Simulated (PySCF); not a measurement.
# C3H10SSi: the cost of one run

The runs use PySCF 2.14.0, with density-fitted response routines of our own; the level of theory stands in each step. All values are computed, except where a source is named. Atoms count from 0, in the outputs and in this text.

## Step 1: Starting geometry

15 atoms, charge 0, multiplicity 1; geometry from: GFN2-xTB. The atoms were then displaced at random by about 0.01 Å, so the start is not that level's minimum.

Bonds of the start (Å): Si0–C1 1.88, C1–C2 1.51, C2–C3 1.56, C3–S4 1.80, Si0–H5 1.47, Si0–H6 1.45, Si0–H7 1.49, C1–H8 1.10, C1–H9 1.08, C2–H10 1.11, C2–H11 1.09, C3–H12 1.08, C3–H13 1.09, S4–H14 1.34.

## Step 2: Relaxing the molecule at PBE0-D3(BJ)/def2-SVP

The job: settings as JSON, then the geometry in Å.

```
{"job": {"xc": "PBE0", "basis": "def2-SVP", "d3": "d3bj", "grid": 1, "shake": 0.01, "kind": "geom"}, "charge": 0, "multiplicity": 1}
Si    -2.266920     0.609820     0.632500
C     -0.727210     0.364520    -0.423850
C      0.383610    -0.305290     0.349960
C      1.669770    -0.491110    -0.514040
S      2.990110    -1.347680     0.362530
H     -1.953240     1.476620     1.779400
H     -2.772720    -0.663970     1.090400
H     -3.283170     1.306270    -0.197590
H     -0.364760     1.333090    -0.784100
H     -0.963170    -0.243000    -1.285770
H      0.656860     0.304220     1.236290
H      0.078990    -1.276030     0.732460
H      1.991600     0.470440    -0.885670
H      1.399240    -1.133560    -1.355670
H      3.145690    -0.421720     1.313430
```

Command:

```sh
$ OMP_NUM_THREADS=1 python probes_run.py task.json out
```

This one command runs all jobs of the session in turn.

**Question.** How long does this first job take on 1 thread of Arm Neoverse V1, shared host, and how much memory does it need?

About 46 s, with a peak of 0.49 GiB.
